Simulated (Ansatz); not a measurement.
**CH₂SeSi (SMILES C#[Si][SeH]): single points off equilibrium**

An exercise on one series of results from a longer session: the logs are not shown, and one member is left open.

The runs use Ansatz 0.2.0, Gaussian basis; single points in def2-TZVPP.

Cores are frozen in the correlated methods. Filled d shells of the heavier atoms are correlated.

**The system as given**

SMILES `C#[Si][SeH]`, 5 atoms, charge 0, spin multiplicity 1.

Atoms are counted from 1 here; the program's logs count them from 0.

Bond lengths: C1–Si2 1.625 Å, C1–H4 1.100 Å, Si2–Se3 2.207 Å, Se3–H5 1.432 Å. Angles: Si2–C1–H4 176.7°, C1–Si2–Se3 166.0°, Si2–Se3–H5 94.8°.

As a file:

```csv
atom,x (Å),y (Å),z (Å)
C1,-1.0129,-1.3113,0.3373
Si2,-0.2892,0.0944,-0.0402
Se3,0.8004,2.0141,-0.0254
H4,-1.5142,-2.2706,0.5318
H5,1.9977,1.4780,-0.5985
```

Set-up of the first run:

The input, run/in.yaml:

```yaml
crystal:
  periodic: [false, false, false]
  atoms:
    - {symbol: C, position_ang: [-1.012941, -1.311250, 0.337294]}
    - {symbol: Si, position_ang: [-0.289173, 0.094384, -0.040221]}
    - {symbol: Se, position_ang: [0.800443, 2.014081, -0.025392]}
    - {symbol: H, position_ang: [-1.514174, -2.270567, 0.531798]}
    - {symbol: H, position_ang: [1.997679, 1.477952, -0.598508]}
basis:
  gaussian: {orbitals: def2-TZVPP}
hamiltonian: {xc: pbe, dispersion: d4}
output: {forces: true}
```

The run is started by

```bash
> ansatz run in.yaml --threads 2 --pin off --events-out ev --progress --plain --max-ram 3481MiB
```

Among the steps run: PBE-D4/def2-TZVPP; r2SCAN-D4/def2-TZVPP; PBE0-D4/def2-TZVPP; wB97M-V/def2-TZVPP; CCSD(T)/def2-TZVPP.

One of the session's tables, all rows but one given; the rest of the session is left out.

```
   method  RMS force component (eV/Å)  angle to CCSD(T) forces (°)  dipole (D)
   PBE-D4                           ?                            ?           ?
r2SCAN-D4                       0.682                         19.7        2.91
  PBE0-D4                       0.755                         26.4        3.01
  wB97M-V                       0.857                         33.4        3.15
  CCSD(T)                       0.574                    reference        2.61
```

**Question.** Estimate the row for PBE-D4.

As computed: RMS force component (eV/Å): 0.666; angle to CCSD(T) forces (°): 17.1; dipole (D): 2.85. In the column «RMS force component (eV/Å)» it lies between CCSD(T) (0.574) and r2SCAN-D4 (0.682).

To keep in mind: The reference is not at the basis limit: in triple zeta CCSD(T) underbinds, which counts against methods that bind more; the gaps are no ranking.
